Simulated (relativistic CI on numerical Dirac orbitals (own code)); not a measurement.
# Al³⁺: one ion under different settings

How much do the settings matter for Al³⁺? One ion, several inputs.

Program: relativistic CI on numerical Dirac orbitals (own code) version 3. Level of theory: Dirac-Coulomb-Breit CI, KLI orbitals optimised for each configuration, model QED (radiative potential, 1s self-energy scaled to tabulated hydrogen-like ionisation energies), numerical settings as typed. These are calculated values, not measurements, unless marked.

## 1. What is computed

```
ion            : Al³⁺ (Al IV)
nuclear charge : 13
electrons      : 10
isotope        : A = 27
```

## 2. The usual input

Input settings:

```ini
atom Al  Z=13  charge=3  electrons=10
nucleus A=27  rms_radius_fm=3.0610
hamiltonian dirac-coulomb  breit=on  qed=on  c_scale=1
orbitals kli  potential=per-configuration
slater_scale 1
correlation none
mixing on
grid step=0.0125 r_max=25.7
scf mixing=0.4 start=green max_iterations=150 tolerance=2e-08 node_fill=0.05
configurations
  [He] 2s2 2p6
  [He] 2s2 2p5 3s
  [He] 2s2 2p5 3p
  [He] 2s2 2p5 3d
  [He] 2s2 2p4 3s2
end
```

The run is started by

```sh
python run_levels.py task.json out
```

task.json lists these runs, among others, and the program works through them in turn.

## 3. Tolerance 1e-05

The settings differ from step 2 so:

```diff
@@ -8,3 +8,3 @@
 grid step=0.0125 r_max=25.7
-scf mixing=0.4 start=green max_iterations=150 tolerance=2e-08 node_fill=0.05
+scf mixing=0.4 start=green max_iterations=150 tolerance=1e-05 node_fill=0.05
 configurations
```

## 4. QED terms off, tolerance 1e-05

The settings differ from step 3 so:

```diff
@@ -2,3 +2,3 @@
 nucleus A=27  rms_radius_fm=3.0610
-hamiltonian dirac-coulomb  breit=on  qed=on  c_scale=1
+hamiltonian dirac-coulomb  breit=on  qed=off  c_scale=1
 orbitals kli  potential=per-configuration
```

## 5. Start potential thomas-fermi

Input settings:

```ini
atom Al  Z=13  charge=3  electrons=10
nucleus A=27  rms_radius_fm=3.0610
hamiltonian dirac-coulomb  breit=on  qed=on  c_scale=1
orbitals kli  potential=per-configuration
slater_scale 1
correlation none
mixing on
grid step=0.0125 r_max=25.7
scf mixing=0.4 start=thomas-fermi max_iterations=150 tolerance=2e-08 node_fill=0.05
configurations
  [He] 2s2 2p6
  [He] 2s2 2p5 3s
  [He] 2s2 2p5 3p
  [He] 2s2 2p5 3d
  [He] 2s2 2p4 3s2
end
```

## 6. Speed-of-light factor 1.25, grid step 0.008, iteration limit 20

Input settings:

```ini
atom Al  Z=13  charge=3  electrons=10
nucleus A=27  rms_radius_fm=3.0610
hamiltonian dirac-coulomb  breit=on  qed=on  c_scale=1.25
orbitals kli  potential=per-configuration
slater_scale 1
correlation none
mixing on
grid step=0.008 r_max=25.7
scf mixing=0.4 start=green max_iterations=20 tolerance=2e-08 node_fill=0.05
configurations
  [He] 2s2 2p6
  [He] 2s2 2p5 3s
  [He] 2s2 2p5 3p
  [He] 2s2 2p5 3d
  [He] 2s2 2p4 3s2
end
```

## 7. Potential mixing 1.3

Input settings:

```ini
atom Al  Z=13  charge=3  electrons=10
nucleus A=27  rms_radius_fm=3.0610
hamiltonian dirac-coulomb  breit=on  qed=on  c_scale=1
orbitals kli  potential=per-configuration
slater_scale 1
correlation none
mixing on
grid step=0.0125 r_max=25.7
scf mixing=1.3 start=green max_iterations=52 tolerance=2e-08 node_fill=0.05
configurations
  [He] 2s2 2p6
  [He] 2s2 2p5 3s
  [He] 2s2 2p5 3p
  [He] 2s2 2p5 3d
  [He] 2s2 2p4 3s2
end
```

(Steps that only read results are left out.)

Before running it: what results should come out? Wanted: lowest level, usual settings; total energy; first excitation.

The runs gave:

| setting | total energy less usual (Ha) | largest shift of a level among the lowest eight of both runs, same label and place (cm⁻¹) | SCF iterations | time | lowest level | kind of change |
| --- | --- | --- | --- | --- | --- | --- |
| usual | 0 | 0 | 52 | 0.18 s | 2p6 1S0 | - |
| tolerance 1e-05 | 0 | 0.0337 | 40 | 0.17 s | 2p6 1S0 | numerical |
| QED terms off, tolerance 1e-05 | -0.0274 | 61.4 | 40 | 0.12 s | 2p6 1S0 | model term |
| start potential thomas-fermi | 0 | 0 | 51 | 0.17 s | 2p6 1S0 | numerical |
| speed-of-light factor 1.25, grid step 0.008, iteration limit 20 | 0.147 | 725 | 51 | 0.25 s | 2p6 1S0 | unphysical constant |
| potential mixing 1.3 | 0 | 0 | 49 | 0.17 s | 2p6 1S0 | extreme, harmless here |

| quantity | value |
| --- | --- |
| lowest level, usual settings | 2p6 1S0 |
| total energy | -240.3800 Ha |
| first excitation | 607511 cm⁻¹ |

In words: Among the runs whose levels can be followed, they move most under «speed-of-light factor 1.25, grid step 0.008, iteration limit 20» (unphysical constant), by up to 725 cm⁻¹. No visible change in the result comes from «tolerance 1e-05» or «start potential thomas-fermi» or «potential mixing 1.3». Only the listed configurations are in the model. Near neutrality, missing correlation can shift configurations against each other by thousands of cm⁻¹.
